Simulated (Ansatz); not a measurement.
# H: the cost of one run

All numbers below are computed with Ansatz 0.2.0 (DFT PBE+D3(BJ), plane waves, PAW, scalar-relativistic, no spin polarisation).

### Step 1. The structure to begin with

The cell holds 20 atoms (H20): a = 6.214 Å, b = 6.214 Å, c = 6.214 Å, α = 90.00°, β = 90.00°, γ = 90.00°.

As a file:

```xyz
20
Lattice="6.2145 0.0000 0.0000 0.0000 6.2145 0.0000 0.0000 0.0000 6.2145" Properties=species:S:1:pos:R:3 pbc="T T T"
H     4.2613    0.0862    4.4298
H     4.6108    0.6537    4.7448
H     4.8450    0.8153    0.6694
H     4.8077    1.5287    0.4876
H     3.6104    2.3212    3.7887
H     3.4576    2.3987    3.0718
H     1.9546    3.5806    1.5456
H     2.1306    2.9070    1.3034
H     0.1728    4.2459    1.7726
H     0.0130    4.7476    1.2566
H     4.6174    3.6630    3.3082
H     4.5298    3.5312    2.5882
H     0.2754    1.6532    3.6366
H     0.3704    1.5469    2.9133
H     2.2017    3.5347    5.0156
H     2.2707    3.2084    4.3581
H     0.0856    4.3307    3.8740
H     0.5980    4.8094    3.6467
H     5.9242    5.5441    6.0593
H     5.2056    5.4153    5.9572
```

### Step 2. Relaxing the start

input.yaml reads:

```yaml
crystal:
  lattice:
    - [6.214465, 0.0, 0.0]
    - [0.0, 6.214465, 0.0]
    - [0.0, 0.0, 6.214465]
  atoms:
    - { symbol: H, position: [0.6857084, 0.0138676, 0.7128162] }
    - { symbol: H, position: [0.7419459, 0.1051863, 0.7635033] }
    - { symbol: H, position: [0.7796379, 0.1311923, 0.1077244] }
    - { symbol: H, position: [0.7736363, 0.2459901, 0.0784601] }
    - { symbol: H, position: [0.580975, 0.3735147, 0.6096639] }
    - { symbol: H, position: [0.5563832, 0.3859915, 0.4942927] }
    - { symbol: H, position: [0.3145239, 0.5761794, 0.2487172] }
    - { symbol: H, position: [0.3428398, 0.467783, 0.2097381] }
    - { symbol: H, position: [0.0278094, 0.683234, 0.2852356] }
    - { symbol: H, position: [0.0020901, 0.7639578, 0.2022107] }
    - { symbol: H, position: [0.7430011, 0.5894334, 0.5323356] }
    - { symbol: H, position: [0.7289137, 0.5682214, 0.4164799] }
    - { symbol: H, position: [0.0443188, 0.2660227, 0.5851818] }
    - { symbol: H, position: [0.0596049, 0.2489151, 0.4688005] }
    - { symbol: H, position: [0.3542801, 0.5687914, 0.8070769] }
    - { symbol: H, position: [0.3653821, 0.5162854, 0.7012903] }
    - { symbol: H, position: [0.0137818, 0.696868, 0.6233882] }
    - { symbol: H, position: [0.0962317, 0.7739044, 0.5868048] }
    - { symbol: H, position: [0.9532927, 0.892121, 0.9750375] }
    - { symbol: H, position: [0.8376558, 0.8714095, 0.9586035] }
basis:
  ecutwfc: 420.0
kpoints:
  mp_grid: { grid: [1, 1, 1] }
hamiltonian:
  xc: pbe
  dispersion: d3bj
scf:
  occupations: { method: fermi_dirac, width: 0.02 }
  lower_state_search: "off"
relax:
  f_tol: 0.3
  max_steps: 15
  adjacent_minimum: "off"
```

The run is started by

```bash
$ ansatz run input.yaml --threads 1 --pin off --max-ram 3072MiB --backend cpu --events-out ev --progress --plain --runs-dir out
```

What time and memory should one allow on 1 thread of Arm Neoverse V2, shared host?

About 6.2 s, with a peak of 0.28 GiB.
